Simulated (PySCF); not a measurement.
# H18MnN6 ([Mn(NH3)6]2+): the cost of one run

Programs: PySCF 2.14.0, with routines of our own; each step states its level. All values are computed. Atoms count from 0.

## Step 1: The starting structure

25 atoms, charge 2, states of the metal's open shell are computed; geometry from: model geometry, bond lengths from ionic radii.

## Step 2: Ligand-field states: state-averaged CASSCF

The job: settings as JSON, then the geometry in Å.

```
{"job": {"kind": "lf", "basis": {"metal": "x2c-TZVPall", "ligand": "x2c-SVPall"}, "nevpt": true}, "charge": 2, "metal": "Mn", "open_shell": "d5"}
Mn     0.000000     0.000000     0.000000
N      0.000000     0.000000     2.260000
H      0.942357     0.000000     2.650337
H     -0.471179     0.816105     2.650337
H     -0.471179    -0.816105     2.650337
N      0.000000     0.000000    -2.260000
H     -0.942357     0.000000    -2.650337
H      0.471179     0.816105    -2.650337
H      0.471179    -0.816105    -2.650337
N      2.260000     0.000000     0.000000
H      2.650337     0.942357     0.000000
H      2.650337    -0.471179     0.816105
H      2.650337    -0.471179    -0.816105
N     -2.260000     0.000000     0.000000
H     -2.650337    -0.942357     0.000000
H     -2.650337     0.471179     0.816105
H     -2.650337     0.471179    -0.816105
N      0.000000     2.260000     0.000000
H      0.000000     2.650337     0.942357
H      0.816105     2.650337    -0.471179
H     -0.816105     2.650337    -0.471179
N     -0.000000    -2.260000     0.000000
H     -0.000000    -2.650337    -0.942357
H      0.816105    -2.650337     0.471179
H     -0.816105    -2.650337     0.471179
```

Level: state-averaged CASSCF of the metal d shell, SC-NEVPT2 on the averaged canonical orbitals, state-interaction spin-orbit coupling.

Command:

```
> OMP_NUM_THREADS=1 python lf_run.py task.json out
```

This one command runs all jobs of the session in turn.

Q: Estimate the wall time and peak memory of this first job on 1 thread of Intel Xeon Platinum 8488C, shared host.

About 28 s, with a peak of 0.6 GiB.
